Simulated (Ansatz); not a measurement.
# Al3Bi2O: the cost of one run

Program: Ansatz 0.2.0. Level of theory: DFT PBE, scalar-relativistic, plane waves, PAW, unless a step names another level. These are calculated values, not measurements.

10 further runs of the same task are left out: 1 that didn't finish, 9 set aside as unsound or not needed. Runs told in other sessions of the task aren't counted.

### 1 Plan

Pauling electronegativities: Al 1.61, Bi 2.02, O 3.44 (spread 1.83). No set of common oxidation states balances it. Tabulated atomic sizes suggest about 19 Å³/atom. 35 candidates were drawn, by swapping species into database cells of other compounds, at random by space group and Wyckoff sites, or by hand, as the table says:

```
name                                           made from  space group no.                   Wyckoff sites  atoms (primitive cell)  V (Å³/atom)
 c01                                              random              191          Al 2d, 1b; Bi 2c; O 1a                       6         19.6
 c02                           database cell of Pr2Al3Ge               25  Al 1b, 1b, 1d; Bi 1c, 1a; O 1d                       6         22.1
 c03                                              random              160          Al 9b; Bi 3a, 3a; O 3a                       6         20.9
 c04                            database cell of NaH2Pd3               65          Al 2a, 4f; Bi 4i; O 2b                       6         16.8
 c05                           database cell of CeAl2Cu3               65          Al 4i, 2d; Bi 4f; O 2b                       6         19.2
 c06                                              random               10          Al 2k, 1e; Bi 2m; O 1a                       6         24.0
 c07                           database cell of CeAl3Pd2              191              Al 3g; Bi 2c; O 1a                       6         19.8
 c08                                              random              123      Al 2g, 1a; Bi 1b, 1c; O 1d                       6         21.3
 c09         built by hand: anion-layered rocksalt (111)              164          Al 2d, 1b; Bi 2d; O 1a                       6         18.7
 c10                           database cell of Eu2In3Cu               25  Al 1d, 1d, 1c; Bi 1a, 1b; O 1c                       6         20.9
 c11                           database cell of ZrTi3As2              107      Al 4b, 2a; Bi 2a, 2a; O 2a                       6         18.6
 c12                                              random              139          Al 4c, 2a; Bi 4d; O 2b                       6         23.4
 c13                           database cell of Sr2AlIn3              156  Al 1c, 1c, 1b; Bi 1a, 1a; O 1b                       6         22.1
 c14                                              random              156  Al 1a, 1b, 1c; Bi 1b, 1c; O 1a                       6         20.3
 c15                                              random               71      Al 2a, 2b, 2d; Bi 4i; O 2c                       6         21.6
 c16                                              random              156  Al 1a, 1c, 1c; Bi 1a, 1c; O 1b                       6         21.1
 c17                                              random              191          Al 2d, 1a; Bi 2c; O 1b                       6         19.6
 c18                                              random              139          Al 2b, 4d; Bi 4c; O 2a                       6         21.9
 c19                                              random               69          Al 8e, 4a; Bi 8f; O 4b                       6         21.7
 c20                                              random              164          Al 2c, 1a; Bi 2d; O 1b                       6         20.3
 c21                                              random              166              Al 9d; Bi 6c; O 3a                       6         22.6
 c22                                              random               99      Al 2c, 1b; Bi 1a, 1b; O 1b                       6         23.5
 c23                                              random                2  Al 1a, 1h, 1c; Bi 1f, 1e; O 1d                       6         19.6
 c24                              built by hand: CeCo3B2              191              Al 3g; Bi 2c; O 1a                       6         18.7
 c25                                              random               12          Al 4e, 2c; Bi 4f; O 2d                       6         19.0
 c26                           database cell of Tb2In3Cu              156  Al 1c, 1c, 1a; Bi 1b, 1b; O 1a                       6         20.1
 c27  built by hand: segregated Bi bilayer and Al-O slab              156  Al 1b, 1c, 1c; Bi 1a, 1b; O 1a                       6         18.7
 c28                                              random               12          Al 4h, 2c; Bi 4e; O 2d                       6         19.0
 c29                                              random              164          Al 2d, 1b; Bi 2d; O 1a                       6         19.2
 c30                                              random              166              Al 9e; Bi 6c; O 3b                       6         22.9
 c31       built by hand: anion-ordered zincblende (111)              156  Al 1a, 1b, 1c; Bi 1c, 1b; O 1a                       6         19.8
 c32                           database cell of TlAg3Te2               65          Al 2c, 4i; Bi 4j; O 2a                       6         20.5
 c33                            built by hand: BaTi2Sb2O              123          Al 2f, 1d; Bi 2g; O 1c                       6         18.7
 c34                                              random               38          Al 4c, 2b; Bi 4c; O 2b                       6         23.0
 c35                           database cell of Mn3CoAs2              115          Al 1a, 2g; Bi 2g; O 1b                       6         16.9
```

### 2 Screening run of c03

The input, input.yaml:

```yaml
crystal:
  lattice:
    - [2.55938053, 1.47765904, 5.53831739]
    - [-2.55938053, 1.47765904, 5.53831739]
    - [0.0, -2.95531808, 5.53831739]
  atoms:
    - { symbol: Al, position: [0.75689277, 0.39606902, 0.75689277] }
    - { symbol: Al, position: [0.75689277, 0.75689277, 0.39606902] }
    - { symbol: Al, position: [0.39606902, 0.75689277, 0.75689277] }
    - { symbol: Bi, position: [0.45173203, 0.45173203, 0.45173203] }
    - { symbol: Bi, position: [0.17139563, 0.17139563, 0.17139563] }
    - { symbol: O, position: [0.96548711, 0.96548711, 0.96548711] }
basis:
  ecutwfc: 420
kpoints:
  mp_grid: { grid: [4, 4, 4] }
hamiltonian:
  xc: pbe
scf:
  occupations: { method: gaussian, width: 0.2 }
  lower_state_search: "off"
output:
  forces: true
  stress: true
  eigenvalues: true
relax:
  adjacent_minimum: "off"
  f_tol: 0.08
  max_steps: 16
  cell: { stress_tol: 0.8 }
```

On the command line:

```
$ ansatz run input.yaml --threads 1 --pin off --max-ram 2560MiB --backend cpu --events-out ev --progress --plain --runs-dir out
```

Q: Estimate wall time and peak memory on 1 thread of Arm Neoverse V1, shared host.

About 50 s, with a peak of 0.36 GiB.
